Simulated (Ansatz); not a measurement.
# BGeH₅ (singlet): the correlation ladder, cc-pVTZ

One table from this session's results is given with a row withheld; the runs are named, their logs left out.

Computed with Ansatz 0.2.0, Gaussian basis. Level: cc-pVTZ, core rule «outside noble gas», up to 15 orbitals frozen.

To be run: UHF; CCSD(T) on RHF; BCCD(T) on RHF; CCSDT(Q) on RHF.

## The system

The geometry is a PBE0/def2-TZVP stationary point (not a proven minimum). No spin-orbit coupling is included. The filled d shell of Ge may be among the frozen orbitals whatever the setting's name suggests; the logs give the count.

7 atoms, charge 0, spin multiplicity 1.

Atoms are counted from 1 here; the program's logs count them from 0.

Bond lengths: Ge1–B2 2.058 Å, Ge1–H3 1.538 Å, Ge1–H4 1.542 Å, Ge1–H5 1.542 Å, B2–H6 1.194 Å, B2–H7 1.195 Å. Angles: B2–Ge1–H3 114.7°, B2–Ge1–H4 109.7°, B2–Ge1–H5 109.7°, H3–Ge1–H4 107.9°, H3–Ge1–H5 107.9°, H4–Ge1–H5 106.6°, Ge1–B2–H6 122.4°, Ge1–B2–H7 119.3°, H6–B2–H7 118.3°.

The first run:

in.yaml

```yaml
crystal:
  periodic: [false, false, false]
  atoms:
    - {symbol: Ge, position_ang: [0.000000, 0.000848, 0.293017]}
    - {symbol: B, position_ang: [0.000000, 0.007511, -1.764478]}
    - {symbol: H, position_ang: [0.000000, 1.396299, 0.939761]}
    - {symbol: H, position_ang: [1.236205, -0.761722, 0.811362]}
    - {symbol: H, position_ang: [-1.236205, -0.761722, 0.811362]}
    - {symbol: H, position_ang: [0.000000, 1.017939, -2.401105]}
    - {symbol: H, position_ang: [0.000000, -1.032484, -2.352939]}
basis:
  gaussian: {orbitals: cc-pVTZ}
magnetization: {spin_polarized: true, initial_magnetization: 0}
hamiltonian: {xc: hf}
output: {orbitals: {seedname: orbitals}}
```

Launch:

```console
ansatz run in.yaml --threads 1 --pin off --events-out ev --progress --plain --max-ram 2560MiB --backend cpu
```

Among the steps run: UHF; CCSD(T) on RHF; BCCD(T) on RHF; CCSDT(Q) on RHF.

One of the session's tables, all rows but one given; the rest of the session is left out.

| method | from RCCSDT(Q) (meV) |
| --- | --- |
| RHF | ? |
| RMP2 | +1375.0 |
| RCCSD | +241.0 |
| RCCSD(T) | +37.1 |
| BCCD(T) | +36.0 |
| RCCSDT | +6.9 |
| RCCSDT(Q) | 0 |

Estimate the missing values for RHF.

The run gave: from RCCSDT(Q) (meV): +7588.1. In the column «from RCCSDT(Q) (meV)» it is the highest.

With the free atoms at the same levels and basis (separate runs), the atomisation energy is 19.508 eV at RCCSDT(Q), 19.498 eV at RCCSD(T), 15.563 eV at RHF.
